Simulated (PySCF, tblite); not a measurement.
# C4H4F3 radical: geometry, infrared bands and EPR parameters

What infrared bands and EPR parameters should C4H4F3 radical (`C[CH]C(F)=C(F)F`) show?

The runs use tblite 0.8.0 and PySCF 2.14.0, with density-fitted response routines of our own; the level of theory stands in each step. All values are computed, except where a source is named. Atoms are numbered from 0 throughout.

### Step 1. Starting geometry

11 atoms, charge 0, multiplicity 2; geometry from: force field or distance geometry start.

Bonds of the start (Å): C0–C1 1.50, C1–C2 1.51, C2–F3 1.38, C2–C4 1.33, C4–F5 1.35, C4–F6 1.34, C0–H7 1.10, C0–H8 1.13, C0–H9 1.11, C1–H10 1.11.

### Step 2. Geometry optimisation with GFN2-xTB

Job settings and geometry (Å):

```
{"job": {"kind": "relax", "xc": "GFN2-xTB", "basis": "xTB"}, "charge": 0, "multiplicity": 2}
C     -1.441100    -0.441500     0.192500
C     -0.310300    -0.546300    -0.787300
C      0.667300     0.591700    -0.626500
F      0.627800     1.666600    -1.488800
C      1.522800     0.490900     0.382100
F      2.400100     1.500500     0.537500
F      1.550800    -0.563200     1.214100
H     -2.137400     0.336500    -0.156800
H     -1.088500    -0.095100     1.206500
H     -1.986800    -1.406000     0.278500
H      0.200600    -1.531500    -0.777800
```

Started as:

```bash
$ OMP_NUM_THREADS=1 python probes_run.py task.json out
```

This one command runs all jobs of the session in turn.

**Question.** This job is followed by: GFN2-xTB harmonic vibrations, gas phase; UKS B3LYP, pcH-1 on C F H, non-relativistic, mean-field spin-orbit, GIAO. What will the session give for the following? strongest single infrared mode (GFN2-xTB); zero-point energy (GFN2-xTB); g(iso) (B3LYP); ⟨S²⟩; largest a(iso) (averaged by class); surface potential, 1st and 99th percentile.

The runs gave:

```
                                 quantity                  value
strongest single infrared mode (GFN2-xTB)  1229 cm⁻¹, 213 km/mol
             zero-point energy (GFN2-xTB)          43.6 kcal/mol
                           g(iso) (B3LYP)                2.00328
                                     ⟨S²⟩     0.776 (exact 0.75)
       largest a(iso) (averaged by class)    19F on F5, 99.6 MHz
    surface potential, 1st and 99th percentile     -0.65 V and 1.01 V
```

What this shows: Over 96 steps the energy fell by 1.441 eV; of the close pairs, C1–C2 changed most, 1.509 to 1.374 Å. All 27 modes are real, so the xTB geometry is a minimum. The strongest single mode, at 1229 cm⁻¹, moves mainly C4. Unscaled tight-binding wavenumbers are off by several per cent, some by more. Its intensities can rank the bands wrongly. The largest spin populations lie on C1 (0.64 e), C4 (0.54 e). The isotropic g lies 1.0 ppt above the free-electron value.
